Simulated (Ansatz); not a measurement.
# WSe2: the cost of one run

Computed with Ansatz 0.2.0 (DFT PBE, scalar-relativistic, plane waves, PAW, unless a step's input says otherwise).

1 further run of the same task is left out (it didn't finish).

## Step 1: The starting structure

Symmetry: P6_3/mmc, No. 194, hexagonal system. Conventional cell: a = 3.290 Å, b = 3.290 Å, c = 12.970 Å, α = 90.00°, β = 90.00°, γ = 120.00°. Around W (site symmetry -6m2) lie 6 Se at 2.53 Å. Se (site symmetry 3m) is surrounded by 3 W at 2.53 Å.

As a file:

```
CELL_PARAMETERS angstrom
3.29000 0.00000 0.00000
-1.64500 2.84922 0.00000
0.00000 0.00000 12.97000
ATOMIC_POSITIONS crystal
W 0.33333 0.66667 0.25000
W 0.66667 0.33333 0.75000
Se 0.33333 0.66667 0.62100
Se 0.66667 0.33333 0.12100
Se 0.33333 0.66667 0.87900
Se 0.66667 0.33333 0.37900
```

The start is a polymorph listed in a database, not an invented cell.

## Step 2: The guess as it stands, on a coarse mesh

input.yaml

```yaml
crystal:
  lattice:
    - [3.28999848, 0.0, 0.0]
    - [-1.64499924, 2.84922226, 0.0]
    - [0.0, 0.0, 12.97000027]
  atoms:
    - { symbol: W, position: [0.33333333, 0.66666667, 0.25] }
    - { symbol: W, position: [0.66666667, 0.33333333, 0.75] }
    - { symbol: Se, position: [0.33333333, 0.66666667, 0.62099999] }
    - { symbol: Se, position: [0.66666667, 0.33333333, 0.12099999] }
    - { symbol: Se, position: [0.33333333, 0.66666667, 0.87900001] }
    - { symbol: Se, position: [0.66666667, 0.33333333, 0.37900001] }
basis:
  ecutwfc: 420
kpoints:
  mp_grid: { grid: [6, 6, 2] }
hamiltonian:
  xc: pbe
scf:
  occupations: { method: gaussian, width: 0.1 }
  lower_state_search: "off"
output:
  forces: true
  stress: true
  eigenvalues: true
```

Launch:

```sh
$ ansatz run input.yaml --threads 1 --pin off --max-ram 2560MiB --backend cpu --events-out ev --progress --plain --runs-dir out
```

**Question.** How long does this run take on 1 thread of AMD EPYC 7R43 (Zen 3), shared host, and how much memory does it need?

About 3.5 s, with a peak of 0.47 GiB.
